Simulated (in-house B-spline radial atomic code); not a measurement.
**Sc³⁺: a fraction of an electron removed from 3s**

Aim: the energy of Sc³⁺ as a fraction of an electron is removed from 3s, to see how far it bends away from a straight line.

The numbers are computed with in-house B-spline radial atomic code version 1 (scalar-relativistic (spin-free one-electron X2C) OLYP, spin-polarised, spherical fractional occupations, Fermi nucleus, basis-set limit), except any that are marked as measured or tabulated.

## (1) What is computed

* element: scandium (Z = 21)
* charge: +3
* electrons: 18
* configuration: [Ne] 3s2 3p6
* Hamiltonian: scalar-relativistic (X2C)
* nucleus: Fermi, rms radius 3.546 fm

The outer shells:

[Ne] 3s2 3p6
```
[Ne] core
3s [↑↓]
3p [↑↓][↑↓][↑↓]
```

Where spins are not typed, each open shell is filled with up spins first.

## (2) The start, at fraction 0

Settings of the run:

```ini
Z = 21
electrons = 18.0
configuration = [Ne] 3s2 3p6
hamiltonian = x2c
method = optx,lyp
spin_polarised = True
nucleus = fermi
rms_radius = 3.5459
mass_number = 45
atomic_mass = 44.955907051
speed_of_light = 137.035999084
```

From the run's result record (rounded, not every field):

```text
{
  "status": "converged",
  "scf [iteration, energy, orbital gradient]": [
    [1, -757.589984273, 0.412],
    [2, -761.638267843, 0.188],
    [3, -762.556304973, 0.0596],
    [4, -762.641747325, 0.0182],
    [5, -762.646974282, 0.00667],
    [6, -762.648642, 0.000269],
    [7, -762.648642348, 5.56e-05],
    [8, -762.648642427, 1.64e-06],
    [9, -762.648642427, 4.9e-08]
  ],
  "energy [hartree]": {"total": -762.648642427, "kinetic": 769.309104517, "nuclear": -1791.18782033, "coulomb": 297.737912229, "xc": -38.5078388469},
  "orbitals [hartree, bohr; up spins, the down spins are equal]": [
    ["name", "occ", "eps", "<r>", "<r^2>", "<1/r>", "r_max"],
    ["1s up", 1.0, -162.67674, 0.072803, 0.0071423, 20.955, 0.047535],
    ["2s up", 1.0, -18.68728, 0.34279, 0.1391, 4.3292, 0.28354],
    ["2p up", 3.0, -15.523793, 0.30717, 0.11653, 4.2049, 0.23237],
    ["3s up", 1.0, -3.1870108, 1.0539, 1.2756, 1.3311, 0.92059],
    ["3p up", 3.0, -2.3816562, 1.1276, 1.4862, 1.2091, 0.95706]
  ],
  "sum_r [bohr^k]": {"-1": 85.71364, "1": 11.54779, "2": 12.46019}
}
```

Run time: 0.1 s. Hardware: 1 thread, shared host.

## (3) 0.01 electron removed from 3s

Changes to the settings of step 2:

```diff
@@ -1,4 +1,4 @@
 Z = 21
-electrons = 18.0
-configuration = [Ne] 3s2 3p6
+electrons = 17.99
+configuration = [Ne] 3s1.99 3p6
 hamiltonian = x2c
```

Result record:

```text
{
  "status": "converged",
  "scf [iteration, energy, orbital gradient]": [
    [1, -757.565582548, 0.428],
    [2, -761.610919708, 0.23],
    [3, -762.524705023, 0.0665],
    [4, -762.60984836, 0.02],
    [5, -762.615077582, 0.00787],
    [6, -762.616737966, 0.000257],
    [7, -762.61673839, 5.91e-05],
    [8, -762.616738471, 1.64e-06],
    [9, -762.616738471, 5.07e-08]
  ],
  "energy [hartree]": {"total": -762.616738471, "kinetic": 769.277003114, "nuclear": -1790.98753615, "coulomb": 297.593887761, "xc": -38.5000931993},
  "orbitals [hartree, bohr; first row names the columns]": [
    ["name", "occ", "eps", "<r>"],
    ["1s up", 1.0, -162.68572, 0.072803],
    ["1s down", 1.0, -162.68555, 0.072803],
    ["2s up", 1.0, -18.695875, 0.34279],
    ["2s down", 1.0, -18.695736, 0.34279],
    ["2p up", 3.0, -15.532431, 0.30716],
    ["2p down", 3.0, -15.532278, 0.30716],
    ["3s up", 1.0, -3.1944027, 1.0537],
    ["3s down", 0.99, -3.1937651, 1.0537],
    ["3p up", 3.0, -2.3888355, 1.1271],
    ["3p down", 3.0, -2.388251, 1.1272]
  ],
  "sum_r [bohr^k]": {"-1": 85.70408, "1": 11.53403, "2": 12.43841},
  "energy_minus_base [hartree]": 0.0319039559
}
```

It took 0.1 s on 1 thread, shared host.

energy_minus_base is the energy less that of the reference run.

## (4) 0.21 electron removed from 3s

Changes to the settings of step 3:

```diff
@@ -1,4 +1,4 @@
 Z = 21
-electrons = 17.99
-configuration = [Ne] 3s1.99 3p6
+electrons = 17.79
+configuration = [Ne] 3s1.79 3p6
 hamiltonian = x2c
```

Result record:

```text
{
  "status": "converged",
  "scf [iteration, energy, orbital gradient]": [
    [1, -757.072086539, 0.408],
    [2, -761.047229797, 0.182],
    [3, -761.878493742, 0.0576],
    [4, -761.957682167, 0.0187],
    [5, -761.96292522, 0.00692],
    [6, -761.964441155, 0.000274],
    [7, -761.964441614, 5.15e-05],
    [8, -761.964441683, 1.6e-06],
    [9, -761.964441683, 8.63e-08]
  ],
  "energy [hartree]": {"total": -761.964441683, "kinetic": 768.620723568, "nuclear": -1786.94955277, "coulomb": 294.709431768, "xc": -38.3450442476},
  "orbitals [hartree, bohr; first row names the columns]": [
    ["name", "occ", "eps", "<r>"],
    ["1s up", 1.0, -162.86666, 0.072802],
    ["1s down", 1.0, -162.86307, 0.072802],
    ["2s up", 1.0, -18.868972, 0.34274],
    ["2s down", 1.0, -18.866032, 0.34272],
    ["2p up", 3.0, -15.706414, 0.30711],
    ["2p down", 3.0, -15.703182, 0.30708],
    ["3s up", 1.0, -3.3430579, 1.048],
    ["3s down", 0.79, -3.3293634, 1.0492],
    ["3p up", 3.0, -2.5333075, 1.1174],
    ["3p down", 3.0, -2.5207167, 1.1194]
  ],
  "sum_r [bohr^k]": {"-1": 85.51141, "1": 11.26084, "2": 12.0096},
  "energy_minus_base [hartree]": 0.684200744
}
```

It took 0.1 s on 1 thread, shared host.

## (5) 0.28 electron removed from 3s

Changes to the settings of step 4:

```diff
@@ -1,4 +1,4 @@
 Z = 21
-electrons = 17.79
-configuration = [Ne] 3s1.79 3p6
+electrons = 17.72
+configuration = [Ne] 3s1.72 3p6
 hamiltonian = x2c
```

Result record:

```text
{
  "status": "converged",
  "scf [iteration, energy, orbital gradient]": [
    [1, -756.898364013, 0.406],
    [2, -760.842575249, 0.18],
    [3, -761.645920242, 0.0574],
    [4, -761.723019867, 0.0188],
    [5, -761.728252125, 0.00687],
    [6, -761.72971766, 0.000279],
    [7, -761.729718136, 5.05e-05],
    [8, -761.7297182, 1.67e-06],
    [9, -761.7297182, 9.93e-08]
  ],
  "energy [hartree]": {"total": -761.7297182, "kinetic": 768.384597017, "nuclear": -1785.52181333, "coulomb": 293.698234599, "xc": -38.2907364911},
  "orbitals [hartree, bohr; first row names the columns]": [
    ["name", "occ", "eps", "<r>"],
    ["1s up", 1.0, -162.93062, 0.072801],
    ["1s down", 1.0, -162.92581, 0.072802],
    ["2s up", 1.0, -18.930092, 0.34273],
    ["2s down", 1.0, -18.926166, 0.3427],
    ["2p up", 3.0, -15.767853, 0.30709],
    ["2p down", 3.0, -15.763535, 0.30705],
    ["3s up", 1.0, -3.3954514, 1.046],
    ["3s down", 0.72, -3.3770439, 1.0477],
    ["3p up", 3.0, -2.5842663, 1.1141],
    ["3p down", 3.0, -2.5673266, 1.1167]
  ],
  "sum_r [bohr^k]": {"-1": 85.44329, "1": 11.16613, "2": 11.86248},
  "energy_minus_base [hartree]": 0.918924227
}
```

It took 0.1 s on 1 thread, shared host.

## (6) 0.39 electron removed from 3s

Changes to the settings of step 5:

```diff
@@ -1,4 +1,4 @@
 Z = 21
-electrons = 17.72
-configuration = [Ne] 3s1.72 3p6
+electrons = 17.61
+configuration = [Ne] 3s1.61 3p6
 hamiltonian = x2c
```

Result record:

```text
{
  "status": "converged",
  "scf [iteration, energy, orbital gradient]": [
    [1, -756.621923014, 0.401],
    [2, -760.512849165, 0.177],
    [3, -761.273664789, 0.0571],
    [4, -761.347522147, 0.0189],
    [5, -761.352724498, 0.00683],
    [6, -761.354112169, 0.000286],
    [7, -761.35411267, 4.89e-05],
    [8, -761.354112728, 1.82e-06],
    [9, -761.354112728, 1.22e-07]
  ],
  "energy [hartree]": {"total": -761.354112728, "kinetic": 768.00677951, "nuclear": -1783.2632053, "coulomb": 292.10769585, "xc": -38.2053827899},
  "orbitals [hartree, bohr; first row names the columns]": [
    ["name", "occ", "eps", "<r>"],
    ["1s up", 1.0, -163.03178, 0.072801],
    ["1s down", 1.0, -163.02504, 0.072802],
    ["2s up", 1.0, -19.02669, 0.3427],
    ["2s down", 1.0, -19.021211, 0.34266],
    ["2p up", 3.0, -15.864966, 0.30705],
    ["2p down", 3.0, -15.858933, 0.30701],
    ["3s up", 1.0, -3.4781595, 1.043],
    ["3s down", 0.61, -3.452188, 1.0453],
    ["3p up", 3.0, -2.6647499, 1.109],
    ["3p down", 3.0, -2.640816, 1.1125]
  ],
  "sum_r [bohr^k]": {"-1": 85.33552, "1": 11.01824, "2": 11.63428},
  "energy_minus_base [hartree]": 1.2945297
}
```

It took 0.1 s on 1 thread, shared host.

## (7) 0.5 electron removed from 3s

Changes to the settings of step 6:

```diff
@@ -1,4 +1,4 @@
 Z = 21
-electrons = 17.61
-configuration = [Ne] 3s1.61 3p6
+electrons = 17.5
+configuration = [Ne] 3s1.5 3p6
 hamiltonian = x2c
```

Result record:

```text
{
  "status": "converged",
  "scf [iteration, energy, orbital gradient]": [
    [1, -756.340197233, 0.395],
    [2, -760.17301677, 0.173],
    [3, -760.893071919, 0.0566],
    [4, -760.963756433, 0.019],
    [5, -760.968914977, 0.00679],
    [6, -760.970226973, 0.00029],
    [7, -760.970227497, 4.73e-05],
    [8, -760.970227548, 1.97e-06],
    [9, -760.970227548, 1.43e-07]
  ],
  "energy [hartree]": {"total": -760.970227548, "kinetic": 767.620673078, "nuclear": -1780.98634558, "coulomb": 290.515486635, "xc": -38.1200416827},
  "orbitals [hartree, bohr; first row names the columns]": [
    ["name", "occ", "eps", "<r>"],
    ["1s up", 1.0, -163.13373, 0.0728],
    ["1s down", 1.0, -163.12505, 0.072801],
    ["2s up", 1.0, -19.123959, 0.34268],
    ["2s down", 1.0, -19.116921, 0.34262],
    ["2p up", 3.0, -15.962763, 0.30702],
    ["2p down", 3.0, -15.955005, 0.30696],
    ["3s up", 1.0, -3.561321, 1.04],
    ["3s down", 0.5, -3.5275842, 1.0429],
    ["3p up", 3.0, -2.7457235, 1.1039],
    ["3p down", 3.0, -2.7145924, 1.1085]
  ],
  "sum_r [bohr^k]": {"-1": 85.22687, "1": 10.87146, "2": 11.40961},
  "energy_minus_base [hartree]": 1.67841488
}
```

Wall time 0.1 s (1 thread, shared host).

## (8) 0.6 electron removed from 3s

Changes to the settings of step 7:

```diff
@@ -1,4 +1,4 @@
 Z = 21
-electrons = 17.5
-configuration = [Ne] 3s1.5 3p6
+electrons = 17.4
+configuration = [Ne] 3s1.4 3p6
 hamiltonian = x2c
```

Result record:

```text
{
  "status": "converged",
  "scf [iteration, energy, orbital gradient]": [
    [1, -756.077790965, 0.388],
    [2, -759.855084554, 0.17],
    [3, -760.539791137, 0.0561],
    [4, -760.607677647, 0.0191],
    [5, -760.612786997, 0.00675],
    [6, -760.614032719, 0.000292],
    [7, -760.614033257, 4.57e-05],
    [8, -760.614033302, 2.1e-06],
    [9, -760.614033302, 1.61e-07]
  ],
  "energy [hartree]": {"total": -760.614033302, "kinetic": 767.262453661, "nuclear": -1778.90073376, "coulomb": 289.066744666, "xc": -38.0424978695},
  "orbitals [hartree, bohr; first row names the columns]": [
    ["name", "occ", "eps", "<r>"],
    ["1s up", 1.0, -163.2271, 0.0728],
    ["1s down", 1.0, -163.21663, 0.072801],
    ["2s up", 1.0, -19.212963, 0.34265],
    ["2s down", 1.0, -19.204504, 0.34258],
    ["2p up", 3.0, -16.052259, 0.30699],
    ["2p down", 3.0, -16.042924, 0.30692],
    ["3s up", 1.0, -3.6373106, 1.0373],
    ["3s down", 0.4, -3.5963314, 1.0407],
    ["3p up", 3.0, -2.8197553, 1.0995],
    ["3p down", 3.0, -2.781898, 1.1048]
  ],
  "sum_r [bohr^k]": {"-1": 85.12736, "1": 10.73896, "2": 11.20835},
  "energy_minus_base [hartree]": 2.03460913
}
```

It took 0.1 s on 1 thread, shared host.

## (9) 0.75 electron removed from 3s

Changes to the settings of step 8:

```diff
@@ -1,4 +1,4 @@
 Z = 21
-electrons = 17.4
-configuration = [Ne] 3s1.4 3p6
+electrons = 17.25
+configuration = [Ne] 3s1.25 3p6
 hamiltonian = x2c
```

Result record:

```text
{
  "status": "converged",
  "scf [iteration, energy, orbital gradient]": [
    [1, -755.673751018, 0.38],
    [2, -759.362208778, 0.165],
    [3, -759.996819925, 0.0553],
    [4, -760.060658342, 0.0191],
    [5, -760.065677664, 0.00667],
    [6, -760.066828474, 0.000291],
    [7, -760.066829014, 4.34e-05],
    [8, -760.066829051, 2.26e-06],
    [9, -760.066829052, 1.85e-07]
  ],
  "energy [hartree]": {"total": -760.066829051, "kinetic": 766.712203778, "nuclear": -1775.74440405, "coulomb": 286.891681527, "xc": -37.9263103089},
  "orbitals [hartree, bohr; first row names the columns]": [
    ["name", "occ", "eps", "<r>"],
    ["1s up", 1.0, -163.36835, 0.072799],
    ["1s down", 1.0, -163.35517, 0.0728],
    ["2s up", 1.0, -19.347488, 0.34261],
    ["2s down", 1.0, -19.336893, 0.34253],
    ["2p up", 3.0, -16.187543, 0.30694],
    ["2p down", 3.0, -16.175831, 0.30685],
    ["3s up", 1.0, -3.7519776, 1.0332],
    ["3s down", 0.25, -3.6997897, 1.0375],
    ["3p up", 3.0, -2.9315403, 1.0929],
    ["3p down", 3.0, -2.8832509, 1.0995]
  ],
  "sum_r [bohr^k]": {"-1": 84.97675, "1": 10.54186, "2": 10.91158},
  "energy_minus_base [hartree]": 2.58181338
}
```

Run time: 0.1 s. Hardware: 1 thread, shared host.

## (10) 0.78 electron removed from 3s

Changes to the settings of step 9:

```diff
@@ -1,4 +1,4 @@
 Z = 21
-electrons = 17.25
-configuration = [Ne] 3s1.25 3p6
+electrons = 17.22
+configuration = [Ne] 3s1.22 3p6
 hamiltonian = x2c
```

Result record:

```text
{
  "status": "converged",
  "scf [iteration, energy, orbital gradient]": [
    [1, -755.591062822, 0.38],
    [2, -759.261290135, 0.165],
    [3, -759.88633608, 0.0551],
    [4, -759.949391494, 0.0191],
    [5, -759.954391088, 0.00666],
    [6, -759.95552367, 0.00029],
    [7, -759.955524209, 4.29e-05],
    [8, -759.955524244, 2.29e-06],
    [9, -759.955524244, 1.89e-07]
  ],
  "energy [hartree]": {"total": -759.955524244, "kinetic": 766.600289296, "nuclear": -1775.10914034, "coulomb": 286.456424827, "xc": -37.9030980312},
  "orbitals [hartree, bohr; first row names the columns]": [
    ["name", "occ", "eps", "<r>"],
    ["1s up", 1.0, -163.39677, 0.072799],
    ["1s down", 1.0, -163.38305, 0.0728],
    ["2s up", 1.0, -19.374539, 0.3426],
    ["2s down", 1.0, -19.363515, 0.34252],
    ["2p up", 3.0, -16.214748, 0.30693],
    ["2p down", 3.0, -16.202559, 0.30684],
    ["3s up", 1.0, -3.7750081, 1.0324],
    ["3s down", 0.22, -3.7205265, 1.0369],
    ["3p up", 3.0, -2.9540022, 1.0916],
    ["3p down", 3.0, -2.9035751, 1.0984]
  ],
  "sum_r [bohr^k]": {"-1": 84.94644, "1": 10.50267, "2": 10.85295},
  "energy_minus_base [hartree]": 2.69311818
}
```

It took 0.1 s on 1 thread, shared host.

## (11) 0.91 electron removed from 3s

Changes to the settings of step 10:

```diff
@@ -1,4 +1,4 @@
 Z = 21
-electrons = 17.22
-configuration = [Ne] 3s1.22 3p6
+electrons = 17.09
+configuration = [Ne] 3s1.09 3p6
 hamiltonian = x2c
```

Result record:

```text
{
  "status": "converged",
  "scf [iteration, energy, orbital gradient]": [
    [1, -755.22286476, 0.382],
    [2, -758.814709599, 0.162],
    [3, -759.400243652, 0.0543],
    [4, -759.460038659, 0.019],
    [5, -759.464949904, 0.00659],
    [6, -759.466006979, 0.000285],
    [7, -759.466007496, 4.1e-05],
    [8, -759.466007526, 2.38e-06],
    [9, -759.466007526, 2.05e-07]
  ],
  "energy [hartree]": {"total": -759.466007526, "kinetic": 766.108128764, "nuclear": -1772.34102316, "coulomb": 284.569525507, "xc": -37.8026386369},
  "orbitals [hartree, bohr; first row names the columns]": [
    ["name", "occ", "eps", "<r>"],
    ["1s up", 1.0, -163.5206, 0.072798],
    ["1s down", 1.0, -163.50449, 0.0728],
    ["2s up", 1.0, -19.492314, 0.34257],
    ["2s down", 1.0, -19.479436, 0.34247],
    ["2p up", 3.0, -16.333207, 0.30688],
    ["2p down", 3.0, -16.318943, 0.30678],
    ["3s up", 1.0, -3.8751758, 1.029],
    ["3s down", 0.09, -3.8105445, 1.0342],
    ["3p up", 3.0, -3.0517356, 1.0861],
    ["3p down", 3.0, -2.991839, 1.0939]
  ],
  "sum_r [bohr^k]": {"-1": 84.81435, "1": 10.33372, "2": 10.60156},
  "energy_minus_base [hartree]": 3.1826349
}
```

It took 0.1 s on 1 thread, shared host.

## (12) 1 electron removed from 3s

Changes to the settings of step 11:

```diff
@@ -1,4 +1,4 @@
 Z = 21
-electrons = 17.09
-configuration = [Ne] 3s1.09 3p6
+electrons = 17.0
+configuration = [Ne] 3s1 3p6
 hamiltonian = x2c
```

Result record:

```text
{
  "status": "converged",
  "scf [iteration, energy, orbital gradient]": [
    [1, -754.959138846, 0.383],
    [2, -758.496809355, 0.16],
    [3, -759.056737096, 0.0538],
    [4, -759.114392956, 0.0189],
    [5, -759.119240158, 0.00646],
    [6, -759.120248093, 0.000278],
    [7, -759.120248575, 3.97e-05],
    [8, -759.120248601, 2.43e-06],
    [9, -759.120248602, 2.14e-07],
    [10, -759.120248602, 6.92e-09]
  ],
  "energy [hartree]": {"total": -759.120248602, "kinetic": 765.760539599, "nuclear": -1770.41012938, "coulomb": 283.262575904, "xc": -37.7332347202},
  "orbitals [hartree, bohr; first row names the columns]": [
    ["name", "occ", "eps", "<r>"],
    ["1s up", 1.0, -163.60696, 0.072797],
    ["1s down", 1.0, -163.58917, 0.0728],
    ["2s up", 1.0, -19.574376, 0.34254],
    ["2s down", 1.0, -19.560213, 0.34243],
    ["2p up", 3.0, -16.415754, 0.30685],
    ["2p down", 3.0, -16.400048, 0.30673],
    ["3s up", 1.0, -3.9448697, 1.0266],
    ["3p up", 3.0, -3.1197722, 1.0823],
    ["3p down", 3.0, -3.053116, 1.0909]
  ],
  "sum_r [bohr^k]": {"-1": 84.72221, "1": 10.21757, "2": 10.43002},
  "energy_minus_base [hartree]": 3.52839383
}
```

It took 0.11 s on 1 thread, shared host.

## (13) The energy along the path

| fraction | energy change (eV) | less the straight line (eV) | level 3s down (eV) | sum of <r²> (bohr²) |
| --- | --- | --- | --- | --- |
| 0 | 0.0000 | 0.0000 | -86.723 | 12.460 |
| 0.01 | 0.8682 | -0.0920 | -86.907 | 12.438 |
| 0.21 | 18.6181 | -1.5446 | -90.597 | 12.010 |
| 0.28 | 25.0052 | -1.8783 | -91.894 | 11.862 |
| 0.39 | 35.2259 | -2.2189 | -93.939 | 11.634 |
| 0.5 | 45.6720 | -2.3342 | -95.990 | 11.410 |
| 0.6 | 55.3645 | -2.2430 | -97.861 | 11.208 |
| 0.75 | 70.2547 | -1.7546 | -100.68 | 10.912 |
| 0.78 | 73.2835 | -1.6063 | -101.24 | 10.853 |
| 0.91 | 86.6039 | -0.7675 | -103.69 | 10.602 |
| 1 | 96.0125 | 0.0000 | empty | 10.430 |

What this shows: From fraction 0 to 1 the energy changes by 96.012 eV. It sags under the straight line by up to 2.33 eV (at 0.5). Slater's transition state, the slope from the orbital energy at fraction 0.5 (Janak's theorem), gives 95.990 eV for the whole step.
